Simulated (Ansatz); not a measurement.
# CH5NOSi: basis-set convergence

Aim: see how fast density functionals converge with the basis set for CH5NOSi.

Method: one geometry, several basis sets; program: Ansatz 0.2.0, Gaussian basis.

The runs, in order: PBE0-D4/def2-SVP; ωB97M-V/def2-SVP; PBE0-D4/def2-QZVPP; ωB97M-V/def2-QZVPP; the functionals' def2-TZVPP values are taken from earlier runs.

**1. The relaxed structure**

An earlier PBE0-D4 in a triple-zeta def2 set relaxation fixed the geometry.

SMILES `CO[Si]N`, 9 atoms, charge 0, spin multiplicity 1.

Atoms are counted from 1 here; the program's logs count them from 0.

Bond lengths: C1–O2 1.408 Å, C1–H5 1.093 Å, C1–H6 1.097 Å, C1–H7 1.093 Å, O2–Si3 1.660 Å, Si3–N4 1.705 Å, N4–H8 1.007 Å, N4–H9 1.010 Å. Angles: O2–C1–H5 109.6°, O2–C1–H6 112.1°, O2–C1–H7 109.6°, H5–C1–H6 108.4°, H5–C1–H7 108.5°, H6–C1–H7 108.4°, C1–O2–Si3 122.8°, O2–Si3–N4 97.4°, Si3–N4–H8 122.1°, Si3–N4–H9 124.6°, H8–N4–H9 113.2°.

**2. PBE0-D4 in def2-SVP**

in.yaml

```yaml
crystal:
  periodic: [false, false, false]
  atoms:
    - {symbol: C, position_ang: [-0.039754, 0.509975, -1.632099]}
    - {symbol: O, position_ang: [0.194524, 0.268279, -0.265428]}
    - {symbol: Si, position_ang: [-0.650007, -0.865998, 0.604230]}
    - {symbol: N, position_ang: [0.126860, -0.617412, 2.101208]}
    - {symbol: H, position_ang: [-0.333492, 1.553216, -1.775211]}
    - {symbol: H, position_ang: [-0.832710, -0.132463, -2.035414]}
    - {symbol: H, position_ang: [0.876383, 0.326266, -2.199606]}
    - {symbol: H, position_ang: [-0.116784, -1.142713, 2.924571]}
    - {symbol: H, position_ang: [0.863479, 0.054350, 2.260648]}
basis:
  gaussian: {orbitals: def2-SVP}
hamiltonian: {xc: pbe0, dispersion: d4}
output: {orbitals: {seedname: orbitals}}
```

Run with:

```console
ansatz run in.yaml --threads 4 --pin off --events-out ev --progress --plain --max-ram 10444MiB
```

Standard output:

```text
Functional definition: PBE0
  name "PBE0"
  cite "Adamo & Barone, J. Chem. Phys. 110, 6158 (1999) doi:10.1063/1.478522"
  cite "Perdew, Burke & Ernzerhof, Phys. Rev. Lett. 77, 3865 (1996) doi:10.1103/PhysRevLett.77.3865"
  parent pbe
  parameter a = 0.25
  parameter kappa = 0.804
  parameter beta = 0.06672455060314922
  exchange = (1 - a)*pbe_x(kappa = kappa, mu = beta*pi^2/3) + a*exact_x
  correlation = pbe_c(beta = beta)
959 factors; their error is unknown
mean field evaluation 1: about -12510.9603 eV, gradient 6.4e1 eV
mean field evaluation 2: about -12498.2317 eV, gradient 9.7e1 eV
mean field evaluation 4: about -12519.2091 eV, gradient 3.7e0 eV
mean field evaluation 8: about -12519.2446 eV, gradient 1.1e-1 eV
mean field evaluation 16: about -12519.2978 eV, gradient 2.1e-5 eV
mean field -12519.29777860 eV, -460.0757074788 hartree, gradient 2.1e-5 eV, S^2 0.000000; 0 other end points of the search recorded, 0 dependent functions left out
reference -12519.29780505 eV, -460.0757084507 hartree; 20, 20 occupied and 65, 65 virtual orbitals, 959 factors
Total energy: -12519.42948478 eV, -460.0805475916 hartree
```

Wall time 0.5 s (4 threads of Arm Neoverse V2, shared host).

**3. ωB97M-V in def2-SVP**

in.yaml, as its differences from that of step 2:

```diff
@@ -14,3 +14,3 @@
   gaussian: {orbitals: def2-SVP}
-hamiltonian: {xc: pbe0, dispersion: d4}
+hamiltonian: {xc: {name: wB97M-V}}
 output: {orbitals: {seedname: orbitals}}
```

The command is unchanged.

Standard output, shortened:

```text
Functional definition: wB97M-V
  name "wB97M-V"
  cite "Mardirossian & Head-Gordon, J. Chem. Phys. 144, 214110 (2016) doi:10.1063/1.4952647"
  cite "Becke, J. Chem. Phys. 107, 8554 (1997) doi:10.1063/1.475007"
  cite "Vydrov & Van Voorhis, J. Chem. Phys. 133, 244103 (2010) doi:10.1063/1.3521275"
  # Of w^i u^j: cxij and so on, Table III.
[...]
  gx(w, u) = 1 - cx + cx01*u + cx10*w
  gss(w, u) = css00 + css04*u^4 + css10*w + css20*w^2 + css43*w^4*u^3
  gos(w, u) = cos00 + cos10*w + (cos20 + cos21*u)*w^2 + (cos60 + cos61*u)*w^6
[...]
      + integral(e_c_pw_mod_opposite_spin*gos(b97_w_opposite, b97_u_opposite)) + vv10(b, c)
959 factors; their error is unknown
253 factors; integrals over basis functions are off by at most 8.5e-6 eV
[...]
mean field -12525.53037734 eV, -460.3047512578 hartree, gradient 8.0e-6 eV, S^2 0.000000; 0 other end points of the search recorded, 0 dependent functions left out
reference -12525.53041795 eV, -460.3047527503 hartree; 20, 20 occupied and 65, 65 virtual orbitals, 959 factors
Total energy: -12525.53041795 eV, -460.3047527503 hartree
```

Run time: 1.9 s. Hardware: 4 threads of Arm Neoverse V2, shared host.

**4. PBE0-D4 in def2-QZVPP**

in.yaml, as its differences from that of step 3:

```diff
@@ -13,4 +13,4 @@
 basis:
-  gaussian: {orbitals: def2-SVP}
-hamiltonian: {xc: {name: wB97M-V}}
+  gaussian: {orbitals: "def2-QZVPP.json"}
+hamiltonian: {xc: pbe0, dispersion: d4}
 output: {orbitals: {seedname: orbitals}}
```

Launched as before.

Standard output:

```text
Functional definition: PBE0
  name "PBE0"
  cite "Adamo & Barone, J. Chem. Phys. 110, 6158 (1999) doi:10.1063/1.478522"
  cite "Perdew, Burke & Ernzerhof, Phys. Rev. Lett. 77, 3865 (1996) doi:10.1103/PhysRevLett.77.3865"
  parent pbe
  parameter a = 0.25
  parameter kappa = 0.804
  parameter beta = 0.06672455060314922
  exchange = (1 - a)*pbe_x(kappa = kappa, mu = beta*pi^2/3) + a*exact_x
  correlation = pbe_c(beta = beta)
1219 factors; their error is unknown
mean field evaluation 1: about -12516.4705 eV, gradient 7.9e1 eV
mean field evaluation 2: about -12494.6893 eV, gradient 1.2e2 eV
mean field evaluation 4: about -12528.2010 eV, gradient 7.4e0 eV
mean field evaluation 8: about -12528.3053 eV, gradient 2.2e-1 eV
mean field evaluation 16: about -12528.3115 eV, gradient 2.3e-5 eV
mean field -12528.31146477 eV, -460.4069543357 hartree, gradient 2.3e-5 eV, S^2 0.000000; 0 other end points of the search recorded, 0 dependent functions left out
reference -12528.31149961 eV, -460.4069556161 hartree; 20, 20 occupied and 371, 371 virtual orbitals, 1219 factors
Total energy: -12528.44317934 eV, -460.4117947570 hartree
```

Run time: 3.1 s. Hardware: 4 threads of Arm Neoverse V2, shared host; peak memory 0.99 GiB.

**5. ωB97M-V in def2-QZVPP**

in.yaml, as its differences from that of step 4:

```diff
@@ -14,3 +14,3 @@
   gaussian: {orbitals: "def2-QZVPP.json"}
-hamiltonian: {xc: pbe0, dispersion: d4}
+hamiltonian: {xc: {name: wB97M-V}}
 output: {orbitals: {seedname: orbitals}}
```

Launched as before.

Standard output, shortened:

```text
Functional definition: wB97M-V
  name "wB97M-V"
  cite "Mardirossian & Head-Gordon, J. Chem. Phys. 144, 214110 (2016) doi:10.1063/1.4952647"
  cite "Becke, J. Chem. Phys. 107, 8554 (1997) doi:10.1063/1.475007"
  cite "Vydrov & Van Voorhis, J. Chem. Phys. 133, 244103 (2010) doi:10.1063/1.3521275"
  # Of w^i u^j: cxij and so on, Table III.
[...]
  gx(w, u) = 1 - cx + cx01*u + cx10*w
  gss(w, u) = css00 + css04*u^4 + css10*w + css20*w^2 + css43*w^4*u^3
  gos(w, u) = cos00 + cos10*w + (cos20 + cos21*u)*w^2 + (cos60 + cos61*u)*w^6
[...]
      + integral(e_c_pw_mod_opposite_spin*gos(b97_w_opposite, b97_u_opposite)) + vv10(b, c)
1199 factors; their error is unknown
313 factors; integrals over basis functions are off by at most 1.3e-5 eV
[...]
mean field -12534.71665563 eV, -460.6423407584 hartree, gradient 2.0e-5 eV, S^2 0.000000; 0 other end points of the search recorded, 0 dependent functions left out
reference -12534.71671127 eV, -460.6423428030 hartree; 20, 20 occupied and 371, 371 virtual orbitals, 1199 factors
Total energy: -12534.71671127 eV, -460.6423428030 hartree
```

Run time: 8 s. Hardware: 4 threads of Arm Neoverse V2, shared host; peak memory 1.2 GiB.

**6. Density functionals: the series**

The def2-TZVPP values come from earlier runs at the same geometry.

| functional | basis | functions | energy (eV) | from the largest (eV) | HOMO (eV) | LUMO (eV) |
| --- | --- | --- | --- | --- | --- | --- |
| PBE0-D4 | def2-SVP | 85 | -12519.4295 | 9.014 | -6.39 | -0.39 |
| PBE0-D4 | def2-TZVPP | 205 | -12527.8849 | 0.558 | -6.53 | -0.66 |
| PBE0-D4 | def2-QZVPP | 391 | -12528.4432 | 0.000 | -6.59 | -0.78 |
| ωB97M-V | def2-SVP | 85 | -12525.5304 | 9.186 | -8.52 | 1.71 |
| ωB97M-V | def2-TZVPP | 205 | -12534.1829 | 0.534 | -8.69 | 1.28 |
| ωB97M-V | def2-QZVPP | 391 | -12534.7167 | 0.000 | -8.75 | 1.04 |

**7. What came out**

```
                                       quantity          value
PBE0-D4: double and triple zeta above quadruple  9.01, 0.56 eV
ωB97M-V: double and triple zeta above quadruple  9.19, 0.53 eV
```

**Reading.** PBE0-D4 gains 8.46 eV from double to triple zeta, then 0.56 eV more. Total energies overstate the basis error of differences, where much of it tends to cancel. The LUMO of ωB97M-V is positive and keeps falling with the basis (1.71 to 1.04 eV): an unbound level that the basis holds in place.

For PBE0-D4 the largest set took about 6 times as long as the smallest (3.1 s against 0.5 s).
